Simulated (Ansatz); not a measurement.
Task: a calculation of the elastic constants of HfB2, space group P6/mmm, with the Ansatz DFT code, driven from Python. Give the script and its output. Settings (first run): PBEsol, PAW, cutoff 517 eV, 16×16×13 k-points, Gaussian smearing of 0.1 eV.

```
Hf B
1.0
     3.14000    0.00000    0.00000
    -1.57000    2.71932    0.00000
     0.00000    0.00000    3.48000
Hf B
1 2
Direct
  0.00000 0.00000 0.00000
  0.33333 0.66667 0.50000
  0.66667 0.33333 0.50000
```

`hfb2.py`
```python
"""Stiffness tensor and moduli of HfB2."""

from dataclasses import replace

import ansatz as az
import numpy as np

vectors = np.array([
    [3.14, 0.0, 0.0],
    [-1.57, 2.71931977, 0.0],
    [0.0, 0.0, 3.48],
])
hfb2 = (
    az.Lattice.of(vectors)
    .atom("Hf", (0.0, 0.0, 0.0))
    .atom("B", (1 / 3, 2 / 3, 0.5))
    .atom("B", (2 / 3, 1 / 3, 0.5))
)

base = (
    hfb2.calculation()
    .functional("pbesol")
    .basis(38 * az.Ry)
    .occupations("gaussian", width=100 * az.meV)
    .kpoints(16, 16, 13)
)
# relax, then strain
rest = base.relax(cell=True).run(threads=1, pin="off").lattice
relaxed = az.Crystal(lattice=az.Lattice.of(rest.cell_ang))
for site in rest.sites:
    relaxed = relaxed.atom(site.symbol, site.position_frac)
base = replace(base, crystal=relaxed)
print("relaxed volume {:.3f} A^3".format(abs(np.linalg.det(rest.cell_ang))))
out = base.elastic(az.ElasticMode.RELAXED_ION).run(threads=1, pin="off")
elastic = out.elastic

print(np.array2string(np.round(elastic.c_gpa, 1) + 0.0, suppress_small=True))
print("Voigt stress of the unstrained cell (GPa, tension positive):", np.round(elastic.sigma0_gpa, 3) + 0.0)
print("smallest eigenvalue of C:", round(elastic.stability.min_eigenvalue_gpa, 1), "GPa; tensor positive definite:", elastic.stability.min_eigenvalue_gpa > 0)
# averaged moduli need a positive definite tensor
if elastic.stability.min_eigenvalue_gpa > 0:
    m = elastic.moduli
    anisotropy = 5 * m.g_voigt_gpa / m.g_reuss_gpa + m.k_voigt_gpa / m.k_reuss_gpa - 6
    print(f"Voigt K {m.k_voigt_gpa:.1f} G {m.g_voigt_gpa:.1f}; Reuss K {m.k_reuss_gpa:.1f} G {m.g_reuss_gpa:.1f}; universal anisotropy index {anisotropy:.3f}")
```

Running `python hfb2.py` prints:
```text
relaxed volume 29.193 A^3
[[625.8  63.5 127.7   0.    0.    0. ]
 [ 63.5 625.8 127.7   0.    0.    0. ]
 [127.7 127.7 470.4   0.    0.    0. ]
 [  0.    0.    0.  274.5   0.    0. ]
 [  0.    0.    0.    0.  274.5   0. ]
 [  0.    0.    0.    0.    0.  281.1]]
Voigt stress of the unstrained cell (GPa, tension positive): [0.017 0.017 0.006 0.    0.    0.   ]
smallest eigenvalue of C: 274.5 GPa; tensor positive definite: True
Voigt K 262.2 G 259.6; Reuss K 260.6 G 252.6; universal anisotropy index 0.144
```

Notes:
- The run is spin-unpolarised.
- A positive definite tensor excludes instabilities under uniform strain alone; phonons elsewhere in the zone can still be imaginary.
- Spin-orbit coupling, which matters for elements this heavy, is left out.
- The structure is a deposited one; some such entries were measured under pressure or heat, so a shift against it needn't be the functional's error alone.
- Shear constants of a metal converge slowly with the k-point mesh and can be wrong in sign on a coarse one; the constants belong to the cell that was strained.
- Wall time of the script: 13 min on 1 thread of Arm Neoverse V1 (shared host), peak memory 0.93 GiB.

(A comment or docstring line of the script was reworded after the run, the code is as it ran.)
